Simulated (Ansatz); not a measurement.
# CH₆FNOSi: up Jacob's ladder to CCSD(T)

An exercise on one series of results from a longer session: the logs are not shown, and one member is left open.

Program: Ansatz 0.2.0, Gaussian basis. Level of theory: functionals in def2-TZVPP, the program's frozen cores in correlated methods. These are calculated values, not measurements.

Levels to be run: PBE-D4, r2SCAN-D4, PBE0-D4, B3LYP-D4, ωB97X-V, ωB97M-V, B2PLYP; CCSD(T)/def2-TZVPP; MP2/def2-QZVPP; extrapolation to the limit.

## The geometry

An earlier PBE0-D4 in a triple-zeta def2 set relaxation fixed the geometry.

SMILES `OCN[SiH2]F`, 11 atoms, charge 0, spin multiplicity 1.

Atoms are counted from 1 here; the program's logs count them from 0.

Bond lengths: O1–C2 1.406 Å, O1–H6 0.962 Å, C2–N3 1.437 Å, C2–H7 1.092 Å, C2–H8 1.098 Å, N3–Si4 1.700 Å, N3–H9 1.009 Å, Si4–F5 1.607 Å, Si4–H10 1.480 Å, Si4–H11 1.478 Å. Angles: C2–O1–H6 108.2°, O1–C2–N3 114.1°, O1–C2–H7 104.9°, O1–C2–H8 111.3°, N3–C2–H7 110.6°, N3–C2–H8 107.7°, H7–C2–H8 108.1°, C2–N3–Si4 124.9°, C2–N3–H9 113.3°, Si4–N3–H9 119.3°, N3–Si4–F5 113.3°, N3–Si4–H10 108.6°, N3–Si4–H11 108.4°, F5–Si4–H10 105.2°, F5–Si4–H11 106.9°, H10–Si4–H11 114.6°.

Set-up of the first run:

Input file in.yaml:

```yaml
crystal:
  periodic: [false, false, false]
  atoms:
    - {symbol: O, position_ang: [-1.116627, -1.020636, 1.488026]}
    - {symbol: C, position_ang: [0.104094, -1.004849, 0.790741]}
    - {symbol: N, position_ang: [0.527435, 0.304361, 0.378061]}
    - {symbol: Si, position_ang: [0.282641, 0.962711, -1.169807]}
    - {symbol: F, position_ang: [-1.243790, 1.379688, -1.449333]}
    - {symbol: H, position_ang: [-1.792373, -0.637301, 0.920272]}
    - {symbol: H, position_ang: [0.828350, -1.442268, 1.481440]}
    - {symbol: H, position_ang: [0.060908, -1.639262, -0.104446]}
    - {symbol: H, position_ang: [0.730919, 0.920780, 1.150931]}
    - {symbol: H, position_ang: [0.591360, -0.074252, -2.179123]}
    - {symbol: H, position_ang: [1.092584, 2.194127, -1.286062]}
basis:
  gaussian: {orbitals: def2-TZVPP}
hamiltonian: {xc: pbe, dispersion: d4}
output: {forces: true, orbitals: {seedname: orbitals}}
```

Command:

```bash
ansatz run in.yaml --threads 4 --pin off --events-out ev --progress --plain --max-ram 10444MiB
```

Among the steps run: PBE-D4 (GGA); r2SCAN-D4 (meta-GGA); PBE0-D4 (hybrid); B3LYP-D4 (hybrid); ωB97X-V (range-separated); ωB97M-V (range-separated); B2PLYP (double hybrid); CCSD(T) in def2-TZVPP; MP2 in def2-QZVPP.

One of the session's tables, all rows but one given; the rest of the session is left out.

```
            method  atomisation energy (kJ/mol)
            PBE-D4                       4128.1
         r2SCAN-D4                       4053.2
           PBE0-D4                       4039.0
          B3LYP-D4                       4061.5
           ωB97X-V                       4081.2
           ωB97M-V                            ?
            B2PLYP                       4022.0
     HF/def2-TZVPP                       2875.5
    MP2/def2-TZVPP                       4029.6
   CCSD/def2-TZVPP                       3893.9
CCSD(T)/def2-TZVPP                       3952.8
           MP2/CBS                       4153.2
       CCSD(T)/CBS                       4076.4
```

**Question.** Estimate the row for ωB97M-V.

The run gave: atomisation energy (kJ/mol): 4078.8. In the column «atomisation energy (kJ/mol)» it lies between CCSD(T)/CBS (4076.4) and ωB97X-V (4081.2).
